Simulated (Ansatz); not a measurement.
# CH₇SSbSi: a ladder of functionals and wavefunction methods

The task here is to estimate one member of a computed series from the others.

Computed with Ansatz 0.2.0, Gaussian basis. Level: functionals in def2-TZVPP, the program's frozen cores in correlated methods.

The runs, in order: PBE-D4, r2SCAN-D4, PBE0-D4, B3LYP-D4, ωB97X-V, ωB97M-V, B2PLYP; CCSD(T)/def2-TZVPP; MP2/def2-QZVPP; extrapolation to the limit.

## The geometry

An earlier PBE0-D4 in a triple-zeta def2 set relaxation fixed the geometry. Sb takes the def2 core potential; no spin-orbit term is included.

11 atoms, charge 0, spin multiplicity 1.

Atoms are counted from 1 here; the program's logs count them from 0.

Bond lengths: C1–Si2 1.871 Å, C1–H5 1.092 Å, C1–H6 1.092 Å, C1–H7 1.092 Å, Si2–Sb3 2.578 Å, Si2–H8 1.490 Å, Si2–H9 1.491 Å, Sb3–S4 2.439 Å, Sb3–H10 1.713 Å, S4–H11 1.344 Å. Angles: Si2–C1–H5 110.8°, Si2–C1–H6 110.9°, Si2–C1–H7 110.0°, H5–C1–H6 108.3°, H5–C1–H7 108.5°, H6–C1–H7 108.3°, C1–Si2–Sb3 109.0°, C1–Si2–H8 110.7°, C1–Si2–H9 111.2°, Sb3–Si2–H8 108.2°, Sb3–Si2–H9 109.4°, H8–Si2–H9 108.3°, Si2–Sb3–S4 92.2°, Si2–Sb3–H10 92.1°, S4–Sb3–H10 96.4°, Sb3–S4–H11 96.7°.

Set-up of the first run:

in.yaml reads:

```yaml
crystal:
  periodic: [false, false, false]
  atoms:
    - {symbol: C, position_ang: [-1.040174, 1.328613, -0.393602]}
    - {symbol: Si, position_ang: [-0.214586, 0.211605, 0.859745]}
    - {symbol: Sb, position_ang: [2.155546, -0.371243, 0.030830]}
    - {symbol: S, position_ang: [1.283782, -1.731226, -1.795904]}
    - {symbol: H, position_ang: [-2.073391, 1.537002, -0.106385]}
    - {symbol: H, position_ang: [-0.509502, 2.279470, -0.477103]}
    - {symbol: H, position_ang: [-1.043905, 0.850847, -1.375823]}
    - {symbol: H, position_ang: [-0.977725, -1.058762, 1.016419]}
    - {symbol: H, position_ang: [-0.124995, 0.870508, 2.193844]}
    - {symbol: H, position_ang: [2.305938, -1.647386, 1.162942]}
    - {symbol: H, position_ang: [0.304412, -2.326429, -1.094363]}
basis:
  gaussian: {orbitals: def2-TZVPP}
hamiltonian: {xc: pbe, dispersion: d4}
output: {forces: true, orbitals: {seedname: orbitals}}
```

Command:

```sh
> ansatz run in.yaml --threads 4 --pin off --events-out ev --progress --plain --max-ram 10444MiB
```

Among the steps run: PBE-D4 (GGA); r2SCAN-D4 (meta-GGA); PBE0-D4 (hybrid); B3LYP-D4 (hybrid); ωB97X-V (range-separated); ωB97M-V (range-separated); B2PLYP (double hybrid); CCSD(T) in def2-TZVPP; MP2 in def2-QZVPP.

One of the session's tables, all rows but one given; the rest of the session is left out.

```
            method  atomisation energy (kJ/mol)
            PBE-D4                       3372.0
         r2SCAN-D4                       3348.3
           PBE0-D4                       3335.4
          B3LYP-D4                       3358.8
           ωB97X-V                       3382.4
           ωB97M-V                       3354.0
            B2PLYP                       3292.1
     HF/def2-TZVPP                       2405.9
    MP2/def2-TZVPP                       3231.0
   CCSD/def2-TZVPP                       3205.1
CCSD(T)/def2-TZVPP                            ?
           MP2/CBS                       3337.4
       CCSD(T)/CBS                       3358.7
```

Q: Estimate the row for CCSD(T)/def2-TZVPP from the others.

The run gave: atomisation energy (kJ/mol): 3252.4. In the column «atomisation energy (kJ/mol)» it lies between MP2/def2-TZVPP (3231.0) and B2PLYP (3292.1).
